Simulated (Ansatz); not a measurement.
## CoPd3, space group Pm-3m: relaxations under a series of pressures, step by step

Program: the Python package of Ansatz (0.2.0).

The cells in order, each with its output:

**Cell 1**
```python
from dataclasses import dataclass

import ansatz as az
from ase import Atoms
import numpy as np
import pandas as pd
```

**Cell 2**
```python
@dataclass(frozen=True)
class RunConfig:
    xc: str = "PBEsol"
    kspacing: float = 0.26
    occupations: str = "fermi_dirac"
    width_ev: float = 0.1


settings = RunConfig()

def edges_and_angles(cell):
    cell = np.asarray(cell)
    a, b, c = np.linalg.norm(cell, axis=1)
    cosines = cell[1] @ cell[2] / (b * c), cell[0] @ cell[2] / (a * c), cell[0] @ cell[1] / (a * b)
    return (a, b, c, *np.degrees(np.arccos(cosines)))
```

**Cell 3**
```python
atoms = Atoms(
    ["Co", "Pd", "Pd", "Pd"],
    scaled_positions=[
        (0.0, 0.0, 0.0),
        (0.0, 0.5, 0.5),
        (0.5, 0.0, 0.5),
        (0.5, 0.5, 0.0),
    ],
    cell=[
        (3.850375, 0.0, 0.0),
        (0.0, 3.850375, 0.0),
        (0.0, 0.0, 3.850375),
    ],
    pbc=True,
)
atoms.set_initial_magnetic_moments([3.2, 0.0, 0.0, 0.0])
copd3 = az.Crystal.from_ase(atoms)
```

**Cell 4**
```python
[site.symbol for site in copd3.resolved().sites]
```
Output:
```text
['Co', 'Pd', 'Pd', 'Pd']
```

**Cell 5**
```python
job = (
    copd3.calculation()
    .pseudopotentials("paw")
    .functional(settings.xc)
    .kpoints(spacing=settings.kspacing)  # sampling of the Brillouin zone
    .spin("collinear")  # spin-polarised run
    .occupations(settings.occupations, width=settings.width_ev)  # smearing steadies the SCF of a metal
)
```

**Cell 6**
```python
# H = F + PV, with 1 GPa A^3 = 1/160.21766 eV
rows = []
for pressure in [-2, 0, 2, 5, 10]:
    out = job.relax(cell=True, pressure=pressure, force_tolerance=0.05, max_steps=100).run(threads=1, pin="off")
    cell = out.lattice.cell_ang
    n_atoms = len(out.lattice.sites)
    volume = abs(np.linalg.det(cell)) / n_atoms
    enthalpy = out.report["free_energy_ev"] / n_atoms + pressure * volume / 160.21766
    rows.append((pressure, volume, enthalpy, *edges_and_angles(cell)))
    print(f"{pressure} GPa done: {volume:.4f} A^3/atom")

table = pd.DataFrame(rows, columns=["P_GPa", "V_A3_atom", "H_eV_atom", "a", "b", "c", "alpha", "beta", "gamma"])
print(table.round(4).to_string(index=False))
p, v = np.array([row[0] for row in rows], float), np.array([row[1] for row in rows])
print("mean bulk modulus between rows (GPa):", np.round(-np.diff(p) / np.diff(np.log(v)), 1))
```
Output:
```text
DeckWarning: basis.ecutwfc = 420 eV, auto-derived from the records' recommended cutoffs: set by Co (normal level)
DeckWarning: where an SCF of this run starts from atoms to list the orders of its open shells, Co (site 0, from 0) starts with 3.00 μB on its 3d shell, in the place of the 3.20 μB that the deck gives [...]
-2 GPa done: 13.8667 A^3/atom
0 GPa done: 13.7278 A^3/atom
2 GPa done: 13.5971 A^3/atom
5 GPa done: 13.4141 A^3/atom
10 GPa done: 13.1396 A^3/atom
 P_GPa  V_A3_atom  H_eV_atom      a      b      c  alpha  beta  gamma
    -2    13.8667 -6453.3744 3.8137 3.8137 3.8137   90.0  90.0   90.0
     0    13.7278 -6453.2022 3.8009 3.8009 3.8009   90.0  90.0   90.0
     2    13.5971 -6453.0317 3.7888 3.7888 3.7888   90.0  90.0   90.0
     5    13.4141 -6452.7788 3.7717 3.7717 3.7717   90.0  90.0   90.0
    10    13.1396 -6452.3645 3.7458 3.7458 3.7458   90.0  90.0   90.0
mean bulk modulus between rows (GPa): [198.6 209.  221.4 241.8]
```

The volume falls from 13.87 Å³ an atom at -2 GPa to 13.14 at 10 GPa, by 5.2 %. Between -2 and 0 GPa, -V dP/dV is about 199 GPa, a mean over that step.

Total energies depend on the potentials; only differences at equal settings carry meaning. Other magnetic orders than the one started from may lie lower. At a fixed pressure a relaxation lowers the enthalpy F + PV, while F alone can rise. The mesh is modest for a metal, so energies can be off by several to tens of meV an atom and pressures by half a GPa or more; differences at equal mesh fare better. The structure comes from a database of computed cells and needn't be a stable or known phase. Warnings are shown shortened and without file and line. Symmetry holds the cell in this phase, whether or not it is the stable one at each pressure. Hardware and time: 2.7 min on 1 thread of Intel(R) Xeon(R) Platinum 8488C (Sapphire Rapids), with other jobs on the host, peak memory 0.56 GiB.
